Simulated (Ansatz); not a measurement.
# GeN₂H₆: one species, many methods

Aim: compute GeN₂H₆ with functionals from several rungs and with coupled cluster, and see how far each lands from CCSD(T) at the basis-set limit for the atomisation energy.

The runs use Ansatz 0.2.0, Gaussian basis; functionals in def2-TZVPP, the program's frozen cores in correlated methods.

Plan: LDA (SPW92), PBE-D4, revPBE-D4, BLYP-D4, r2SCAN-D4, B97M-V, PBE0-D4, B3LYP-D4, r2SCANh-D4, r2SCAN0-D4, HSE06-D4, BHLYP-D4, CAM-B3LYP-D4, LC-ωPBE, ωB97X-V, ωB97M-V, B2PLYP, PBE-QIDH; CCSD(T)/def2-SVP; CCSD(T)/def2-TZVPP; MP2/def2-QZVPP; extrapolation to the limit; RPA on PBE.

### 1 The relaxed structure

An earlier PBE0-D4 in a triple-zeta def2 set relaxation fixed the geometry.

SMILES `[NH2][GeH2][NH2]`, 9 atoms, charge 0, spin multiplicity 1.

Atoms are counted from 1 here; the program's logs count them from 0.

Bond lengths: N1–Ge2 1.832 Å, N1–H4 1.010 Å, N1–H5 1.010 Å, Ge2–N3 1.832 Å, Ge2–H6 1.547 Å, Ge2–H7 1.547 Å, N3–H8 1.010 Å, N3–H9 1.010 Å. Angles: Ge2–N1–H4 114.5°, Ge2–N1–H5 115.2°, H4–N1–H5 109.3°, N1–Ge2–N3 103.7°, N1–Ge2–H6 105.1°, N1–Ge2–H7 116.8°, N3–Ge2–H6 116.8°, N3–Ge2–H7 105.1°, H6–Ge2–H7 109.7°, Ge2–N3–H8 115.2°, Ge2–N3–H9 114.5°, H8–N3–H9 109.3°.

### 2 LDA

This LDA is Slater exchange with PW92 correlation.

in.yaml

```yaml
crystal:
  periodic: [false, false, false]
  atoms:
    - {symbol: N, position_ang: [-1.105844, 0.639543, -0.845964]}
    - {symbol: Ge, position_ang: [0.520943, 0.271511, -0.087491]}
    - {symbol: N, position_ang: [0.178735, -1.162371, 1.000649]}
    - {symbol: H, position_ang: [-1.468698, -0.096691, -1.435348]}
    - {symbol: H, position_ang: [-1.162406, 1.519613, -1.337883]}
    - {symbol: H, position_ang: [0.949109, 1.586140, 0.605563]}
    - {symbol: H, position_ang: [1.642764, -0.204008, -1.040021]}
    - {symbol: H, position_ang: [0.995587, -1.630907, 1.365258]}
    - {symbol: H, position_ang: [-0.461689, -0.969230, 1.758038]}
basis:
  gaussian: {orbitals: def2-TZVPP}
hamiltonian: {xc: lda}
output: {orbitals: {seedname: orbitals}}
```

After this run come: PBE-D4 (GGA); revPBE-D4 (GGA); BLYP-D4 (GGA); r2SCAN-D4 (meta-GGA); B97M-V (meta-GGA); PBE0-D4 (hybrid); B3LYP-D4 (hybrid); r2SCANh-D4 (hybrid); r2SCAN0-D4 (hybrid); HSE06-D4 (hybrid); BHLYP-D4 (hybrid); CAM-B3LYP-D4 (range-separated); LC-ωPBE-D4 (range-separated); ωB97X-V (range-separated); ωB97M-V (range-separated); B2PLYP (double hybrid); PBE-QIDH (double hybrid); CCSD(T) in def2-SVP; CCSD(T) in def2-TZVPP; MP2 in def2-QZVPP; RPA on PBE orbitals.

Q: Predict the results of all the runs planned. Wanted: atomisation energy, CCSD(T)/CBS; farthest beyond LDA; mean size of error, GGA; mean size of error, meta-GGA; mean size of error, hybrid; mean size of error, range-separated; mean size of error, double hybrid; gap, smallest and largest; T1 diagnostic.

**Answer**, as computed:

| quantity | value |
| --- | --- |
| atomisation energy, CCSD(T)/CBS | 29.026 eV |
| functionals within 0.290 eV (1.0 %) | PBE-D4, BLYP-D4, B97M-V, B3LYP-D4, CAM-B3LYP-D4, ωB97X-V, ωB97M-V |
| farthest beyond LDA | BHLYP-D4 (-0.978 eV) |
| mean size of error, GGA | 0.270 eV |
| mean size of error, meta-GGA | 0.217 eV |
| mean size of error, hybrid | 0.552 eV |
| mean size of error, range-separated | 0.170 eV |
| mean size of error, double hybrid | 0.535 eV |
| gap, smallest and largest | 5.68 eV (BLYP-D4), 13.00 eV (LC-ωPBE) |
| T1 diagnostic | 0.0104 |
| triples share of the correlation energy | 3.5 % |

The LDA atomisation energy is off by 4.024 eV (14 %): it overbinds. PBE-D4 misses by +0.143 eV. Double hybrids carry the basis error of their MP2 part in triple zeta, and no dispersion term here, so their miss is partly the set-up's. The rungs range-separated, meta-GGA, GGA miss on average by less than the doubt on the reference (0.290 eV), so they tie. The reference freezes the cores and leaves out relativity and excitations past (T), and its outer-core shells are covered unevenly, so misses under about 0.290 eV can't be ranked. Hartree-Fock recovers 66 % of the binding; the rest is correlation. CCSD(T) in def2-SVP is off by -2.528 eV, so the small basis spoils what the method gains. Orbital gaps span 5.7 to 13.0 eV; exact exchange widens them. Correlated methods include outer-core shells of Ge, which these sets cover unevenly.
